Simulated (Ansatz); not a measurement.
# Ba2ZnWN6: the cost of one run

Method: reference: DFT r2SCAN, plane waves, PAW, scalar-relativistic, no spin polarisation, in Ansatz 0.2.0.

## 1. Starting point

The structure is cubic, space group Fm-3m (No. 225). The conventional cell has a = 8.265 Å, b = 8.265 Å, c = 8.265 Å, α = 90.00°, β = 90.00°, γ = 90.00°. W (site symmetry m-3m) is surrounded by 6 N at 1.85 Å. Ba (site symmetry -43m) is surrounded by 12 N at 2.93 Å. Around Zn (site symmetry m-3m) lie 6 N at 2.28 Å. Around N (site symmetry 4mm) lie 1 W at 1.85 Å and 1 Zn at 2.28 Å.

As a file:

```
W Ba Zn N
1.0
     0.00000    4.13242    4.13242
     4.13242    0.00000    4.13242
     4.13242    4.13242    0.00000
W Ba Zn N
1 2 1 6
Direct
  0.00000 0.00000 0.00000
  0.25000 0.25000 0.25000
  0.75000 0.75000 0.75000
  0.50000 0.50000 0.50000
  0.77600 0.22400 0.22400
  0.22400 0.77600 0.22400
  0.22400 0.77600 0.77600
  0.77600 0.22400 0.77600
  0.22400 0.22400 0.77600
  0.77600 0.77600 0.22400
```

## 2. Baseline

File input.yaml:

```yaml
crystal:
  lattice:
    - [0.0, 4.132423, 4.132423]
    - [4.132423, 0.0, 4.132423]
    - [4.132423, 4.132423, 0.0]
  atoms:
    - { symbol: W, position: [0.0, 0.0, 0.0] }
    - { symbol: Ba, position: [0.25, 0.25, 0.25] }
    - { symbol: Ba, position: [0.75, 0.75, 0.75] }
    - { symbol: Zn, position: [0.5, 0.5, 0.5] }
    - { symbol: "N", position: [0.776, 0.224, 0.224] }
    - { symbol: "N", position: [0.224, 0.776, 0.224] }
    - { symbol: "N", position: [0.224, 0.776, 0.776] }
    - { symbol: "N", position: [0.776, 0.224, 0.776] }
    - { symbol: "N", position: [0.224, 0.224, 0.776] }
    - { symbol: "N", position: [0.776, 0.776, 0.224] }
  symmetry: { tolerance: 0.0003 }
kpoints:
  mp_grid: { grid: [4, 4, 4], shift: [0, 0, 0] }
magnetization:
  spin_polarized: false
scf:
  occupations: { method: fermi_dirac }
hamiltonian:
  pseudopotentials: { kind: paw }
  xc: r2scan
basis:
  ecutwfc: 500
output:
  forces: true
  stress: true
  eigenvalues: true
```

Launch:

```console
ansatz run input.yaml --threads 1 --pin off --max-ram 2560MiB --backend cpu --events-out ev --progress --plain --runs-dir out
```

**Question.** How long does this run take on 1 thread of Intel Xeon Platinum 8259CL at 2.50GHz (Skylake/Cascade Lake), shared host, and how much memory does it need?

About 15 s, with a peak of 0.91 GiB.
